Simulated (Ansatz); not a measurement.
MoS2, space group P-3m1: a test of the smearing width, run with the Ansatz DFT code, driven from Python.

Script `mos2_smear.py`:
```python
'''How the energy of MoS2 depends on the smearing.'''

import ansatz as az
import matplotlib.pyplot as plt


def main() -> None:
    lattice = az.Lattice.of(
        (3.227465, 0.0, 0.0),
        (-1.613732, 2.795066, 0.0),
        (0.0, 0.0, 6.312473),
    )
    sites = [
        ('Mo', (0.0, 0.0, 0.5)),
        ('S', (1 / 3, 2 / 3, 0.255319)),
        ('S', (2 / 3, 1 / 3, 0.744681)),
    ]
    xtal = az.Crystal(lattice=lattice)
    for symbol, position in sites:
        xtal = xtal.atom(symbol, position)

    calc = (
        xtal.calculation()
        .functional('r2SCAN')
        .basis(650)  # plane waves up to this kinetic energy
        .kpoints(11, 11, 5)  # the mesh must be finer for metals
        .forces()  # minus the gradient of the free energy
        .stress()  # positive in compression
    )

    rows = []
    for value in [0.25, 0.15, 0.1, 0.05, 0.025]:
        data = calc.occupations('cold', width=value).run(threads=1).report
        rows.append((value, data['free_energy_ev'] / len(data['lattice']['sites']), data['n_iterations'], sum(data['stress_gpa'][i][i] for i in range(3)) / 3, max(abs(f) for row in data['forces_ev_ang'] for f in row), data['n_kpoints']))

    print('  width (eV)   F/atom (eV)    iterations       P (GPa)  max component (eV/A)      k-points')
    for row in rows:
        print(f'{str(row[0]):>12s}  {row[1]:12.5f}  {row[2]:12d}  {row[3]:12.3f}  {row[4]:20.4f}  {row[5]:12d}')

    # differences from the last row
    for row in rows[:-1]:
        shift = 1000 * (row[1] - rows[-1][1])
        print(f'{row[0]}: {shift:+.2f} meV/atom' + ('  (within 5 meV)' if abs(shift) < 5 else ''))
    plt.figure(figsize=(4.5, 3))
    plt.plot([str(row[0]) for row in rows], [1000 * (row[1] - rows[-1][1]) for row in rows], 'o-')
    plt.xlabel('width (eV)')
    plt.ylabel('F - F(last) (meV/atom)')
    plt.tight_layout()
    plt.savefig('smear.png', dpi=100)


if __name__ == '__main__':
    main()
```

How much does the free energy per atom change between the narrowest and the widest smearing, and why?

Going from 0.025 to 0.25 eV changes F by -3.1 meV an atom. This scheme is built to cancel the term in the square of the width, but that needs a smooth density of states and a fine mesh, and here a sizeable shift remains. The pressure moves from 0.08 to 0.10 GPa.

The run itself:

```console
$ python mos2_smear.py
  width (eV)   F/atom (eV)    iterations       P (GPa)  max component (eV/A)      k-points
        0.25   -2260.42717             7         0.102                0.0547            68
        0.15   -2260.42570             7         0.125                0.0517            68
         0.1   -2260.42491             7         0.121                0.0505            68
        0.05   -2260.42429             7         0.101                0.0559            68
       0.025   -2260.42411             8         0.077                0.0615            68
0.25: -3.06 meV/atom  (within 5 meV)
0.15: -1.59 meV/atom  (within 5 meV)
0.1: -0.80 meV/atom  (within 5 meV)
0.05: -0.18 meV/atom  (within 5 meV)
```

Notes:
- The run is spin-unpolarised.
- The narrowest width needs the finest mesh, so the last row is no converged reference.
- Pressure is positive in compression.
- This cell is a computed structure, which may not be the phase found in nature.
- Hardware and time: 45 s on 1 thread of Intel(R) Xeon(R) Processor @ 2.30GHz (shared host), peak memory 0.8 GiB.
